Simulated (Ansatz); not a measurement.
# CH4AlBrS: basis-set convergence

How large a basis does CH4AlBrS need? Two functionals are run in growing sets.

Computed with Ansatz 0.2.0, Gaussian basis. Level: one geometry, several basis sets.

Plan: PBE0-D4/def2-SVP; ωB97M-V/def2-SVP; PBE0-D4/def2-QZVPP; ωB97M-V/def2-QZVPP; the functionals' def2-TZVPP values are taken from earlier runs.

**1. The relaxed structure**

All runs share one geometry, relaxed beforehand with PBE0-D4 in a triple-zeta def2 set.

SMILES `[CH3][Al]([SH])[Br]`, 8 atoms, charge 0, spin multiplicity 1.

Atoms are counted from 1 here; the program's logs count them from 0.

Bond lengths: C1–Al2 1.936 Å, C1–H5 1.094 Å, C1–H6 1.094 Å, C1–H7 1.092 Å, Al2–S3 2.176 Å, Al2–Br4 2.257 Å, S3–H8 1.345 Å. Angles: Al2–C1–H5 110.2°, Al2–C1–H6 110.2°, Al2–C1–H7 112.5°, H5–C1–H6 107.0°, H5–C1–H7 108.3°, H6–C1–H7 108.3°, C1–Al2–S3 124.9°, C1–Al2–Br4 120.7°, S3–Al2–Br4 114.4°, Al2–S3–H8 92.8°.

**2. PBE0-D4 in def2-SVP**

File in.yaml:

```yaml
crystal:
  periodic: [false, false, false]
  atoms:
    - {symbol: C, position_ang: [-0.055308, 1.161515, -0.173821]}
    - {symbol: Al, position_ang: [-0.400847, -0.741879, -0.096319]}
    - {symbol: S, position_ang: [0.987937, -2.230208, 0.673206]}
    - {symbol: Br, position_ang: [-2.360339, -1.587435, -0.832242]}
    - {symbol: H, position_ang: [-0.124898, 1.516966, -1.205817]}
    - {symbol: H, position_ang: [-0.807406, 1.706529, 0.403682]}
    - {symbol: H, position_ang: [0.931352, 1.423503, 0.213744]}
    - {symbol: H, position_ang: [1.921709, -1.306191, 0.961867]}
basis:
  gaussian: {orbitals: def2-SVP}
hamiltonian: {xc: pbe0, dispersion: d4}
output: {orbitals: {seedname: orbitals}}
```

The runs that follow: ωB97M-V in def2-SVP; PBE0-D4 in def2-QZVPP; ωB97M-V in def2-QZVPP.

**Question.** What will the summary of the whole plan be? Wanted: PBE0-D4: double and triple zeta above quadruple; ωB97M-V: double and triple zeta above quadruple.

**Answer**, as computed:

```
                                       quantity           value
PBE0-D4: double and triple zeta above quadruple  17.85, 2.03 eV
ωB97M-V: double and triple zeta above quadruple  17.77, 1.95 eV
```

**Reading.** PBE0-D4 gains 15.82 eV from double to triple zeta, then 2.03 eV more. Total energies overstate the basis error of differences, where much of it tends to cancel.
